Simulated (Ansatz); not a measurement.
# YAl2N3: the cost of one run

Computed with Ansatz 0.2.0 (DFT PBE, scalar-relativistic, plane waves, PAW, unless a step's input says otherwise).

### 1 Starting point

It takes space group P-3m1 (No. 164, trigonal). Conventional cell: a = 3.433 Å, b = 3.433 Å, c = 8.410 Å, α = 90.00°, β = 90.00°, γ = 120.00°. Y (site symmetry -3m) has 6 N at 2.43 Å as nearest neighbours. Al (site symmetry 3m) has 6 N at 2.43 Å as nearest neighbours. N (site symmetry -3m) has 6 Al at 2.43 Å as nearest neighbours. N (site symmetry 3m) is surrounded by 3 Al at 2.43 Å and 3 Y at 2.43 Å.

As a file:

```xyz
6
Lattice="3.4332 0.0000 0.0000 -1.7166 2.9733 0.0000 0.0000 0.0000 8.4096" Properties=species:S:1:pos:R:3 pbc="T T T"
Y     0.0000    0.0000    0.0000
Al    0.0000    1.9822    5.6064
Al    1.7166    0.9911    2.8032
N     0.0000    0.0000    4.2048
N     0.0000    1.9822    1.4016
N     1.7166    0.9911    7.0080
```

The start is an ordering of an alloy on its end members' structure types: elements ordered on the sites of the AlN type, Al/Y on Al (P-3m1, No. 164).

### 2 The guess as it stands, on a coarse mesh

Input file input.yaml:

```yaml
crystal:
  lattice:
    - [3.43322166, 0.0, 0.0]
    - [-1.71661083, 2.97325717, 0.0]
    - [0.0, 0.0, 8.40964124]
  atoms:
    - { symbol: "Y", position: [0.0, 0.0, 0.0] }
    - { symbol: Al, position: [0.33333333, 0.66666667, 0.66666667] }
    - { symbol: Al, position: [0.66666667, 0.33333333, 0.33333333] }
    - { symbol: "N", position: [0.0, 0.0, 0.5] }
    - { symbol: "N", position: [0.33333333, 0.66666667, 0.16666667] }
    - { symbol: "N", position: [0.66666667, 0.33333333, 0.83333333] }
basis:
  ecutwfc: 420
kpoints:
  mp_grid: { grid: [6, 6, 2] }
hamiltonian:
  xc: pbe
scf:
  occupations: { method: gaussian, width: 0.1 }
  lower_state_search: "off"
output:
  forces: true
  stress: true
  eigenvalues: true
```

Launch:

```
ansatz run input.yaml --threads 1 --pin off --max-ram 2560MiB --backend cpu --events-out ev --progress --plain --runs-dir out
```

Q: Estimate wall time and peak memory on 1 thread of AMD EPYC 7R43 (Zen 3), shared host.

About 1.5 s, with a peak of 0.39 GiB.
